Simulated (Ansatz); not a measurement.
Crystal: Zn3P.

```
CELL_PARAMETERS angstrom
3.97552 0.00000 0.00000
0.00000 3.97552 0.00000
0.00000 0.00000 3.97552
ATOMIC_POSITIONS crystal
Zn 0.50000 0.50000 0.00000
Zn 0.50000 0.00000 0.50000
Zn 0.00000 0.50000 0.50000
P 0.00000 0.00000 0.00000
```

The cell comes from a database or a generator and needn't be the stable form of this composition.

Base run:

```yaml
Program: Ansatz 0.2.0
Functional: PBE
Potentials_or_basis: Ansatz PAW
Cutoff: "420 eV (not typed: the program's choice for these potentials)"
k_mesh: 7 × 7 × 7
Occupations: gaussian, width 0.05 eV
Spin: no spin polarisation
```

Its results: band gap on the k mesh none (metal or under the smearing width); pressure -0.9 GPa.

Question: The run is repeated on the same cell with these changes: functional from PBE to RPBE; occupations from gaussian, width 0.05 eV to gaussian, width 0.1 eV. What comes out?

Answer: Band gap on the k mesh none (metal or under the smearing width); pressure 1.8 GPa.

Caveats: the PAW data sets come from PBE, with cores solved anew for the run's functional, which leaves a small shift of forces and pressure (some runs).
